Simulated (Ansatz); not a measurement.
# TiNb2Te4: the cost of one run

Program: Ansatz 0.2.0. Level of theory: DFT PBE, scalar-relativistic, plane waves, PAW, unless a step names another level. These are calculated values, not measurements.

13 further runs of the same task are left out: 3 that didn't finish, 10 set aside as unsound or not needed.

### Step 1. The formula and the candidates

Pauling electronegativities: Ti 1.54, Nb 1.60, Te 2.10 (spread 0.56). The formula balances with common oxidation states: Nb +3, Ti +2, Te -2, a formal count that means little at so small a spread. Tabulated atomic sizes suggest about 25 Å³/atom. 29 candidates were drawn, by swapping species into database cells of other compounds, at random by space group and Wyckoff sites, or by hand, as the table says:

```csv
name,made from,space group no.,Wyckoff sites,atoms (primitive cell),V (Å³/atom)
c01,database cell of K2MgCl4,139,"Ti 2a; Nb 4e; Te 4e, 4c",7,24.5
c02,"built by hand: Cr3S4-type, ordered (Ti-intercalated 1T-NbTe2)",12,"Ti 2a; Nb 4i; Te 4i, 4i",7,25.2
c03,random,139,Ti 2b; Nb 4e; Te 8f,7,27.6
c04,database cell of CdIn2Se4,111,Ti 1a; Nb 2f; Te 4n,7,28.9
c05,database cell of CaHo2Te4,10,"Ti 1g; Nb 1a, 1e; Te 2n, 2m",7,30.1
c06,random,191,"Ti 1b; Nb 2e; Te 1a, 3f",7,30.1
c07,random,155,"Ti 3b; Nb 6c; Te 9d, 3a",7,29.0
c08,random,123,Ti 1b; Nb 2e; Te 4j,7,25.4
c09,database cell of ErV2Ga4,139,Ti 2a; Nb 4d; Te 8h,7,23.3
c10,random,166,"Ti 3b; Nb 6c; Te 9d, 3a",7,30.0
c11,built by hand: normal spinel,227,Ti 8a; Nb 16d; Te 32e,14,25.1
c12,database cell of Sm2ZnSb4,115,"Ti 1c; Nb 2g; Te 1b, 1a, 2g",7,26.4
c13,random,139,"Ti 2b; Nb 4d; Te 4e, 4c",7,27.7
c14,random,166,"Ti 3a; Nb 6c; Te 9d, 3b",7,27.5
c15,random,139,Ti 2a; Nb 4e; Te 8g,7,30.0
c16,random,123,"Ti 1d; Nb 2f; Te 2e, 2h",7,28.3
c17,database cell of Ho2NiSb4,115,"Ti 1b; Nb 2g; Te 1c, 1d, 2g",7,25.3
c18,random,71,Ti 2c; Nb 4i; Te 8k,7,32.4
c19,random,123,Ti 1b; Nb 2g; Te 4j,7,28.5
c20,random,69,Ti 4b; Nb 8c; Te 16k,7,31.3
c21,random,191,"Ti 1a; Nb 2c; Te 2d, 2e",7,25.5
c22,random,99,Ti 1b; Nb 2c; Te 4f,7,32.0
c23,database cell of LiTa2S4,164,"Ti 1b; Nb 2c; Te 2d, 2d",7,23.9
c24,database cell of Rb2CrCl4,12,"Ti 2a; Nb 4i; Te 4e, 4i",7,25.1
c25,random,166,"Ti 3a; Nb 6c; Te 9e, 3b",7,28.7
c26,random,83,Ti 1d; Nb 2f; Te 4j,7,25.6
c27,random,99,"Ti 1b; Nb 1a, 1a; Te 1b, 1a, 2c",7,31.8
c28,database cell of NaNb2S4,156,"Ti 1b; Nb 1a, 1b; Te 1c, 1c, 1c, 1c",7,25.9
c29,built by hand: 2H-NbTe2 with Ti in alternate gaps,164,"Ti 1a; Nb 2c; Te 2d, 2d",7,25.2
```

### Step 2. Screening run of c02

File input.yaml:

```yaml
crystal:
  lattice:
    - [7.505, -1.925, 0.0]
    - [7.505, 1.925, 0.0]
    - [-2.97025216, 0.0, 6.1169929]
  atoms:
    - { symbol: Ti, position: [0.0, 0.0, 0.0] }
    - { symbol: Nb, position: [0.255, 0.255, 0.27] }
    - { symbol: Nb, position: [0.745, 0.745, 0.73] }
    - { symbol: Te, position: [0.375, 0.375, 0.708] }
    - { symbol: Te, position: [0.625, 0.625, 0.292] }
    - { symbol: Te, position: [0.875, 0.875, 0.208] }
    - { symbol: Te, position: [0.125, 0.125, 0.792] }
basis:
  ecutwfc: 420
kpoints:
  mp_grid: { grid: [4, 4, 3] }
hamiltonian:
  xc: pbe
scf:
  occupations: { method: gaussian, width: 0.2 }
  lower_state_search: "off"
output:
  forces: true
  stress: true
  eigenvalues: true
relax:
  adjacent_minimum: "off"
  f_tol: 0.08
  max_steps: 16
  cell: { stress_tol: 0.8 }
```

The run is started by

```sh
> ansatz run input.yaml --threads 1 --pin off --max-ram 2560MiB --backend cpu --events-out ev --progress --plain --runs-dir out
```

Q: Estimate wall time and peak memory on 1 thread of Intel Xeon at 2.50GHz (Skylake/Cascade Lake), shared host.

About 4.2 min, with a peak of 0.57 GiB.
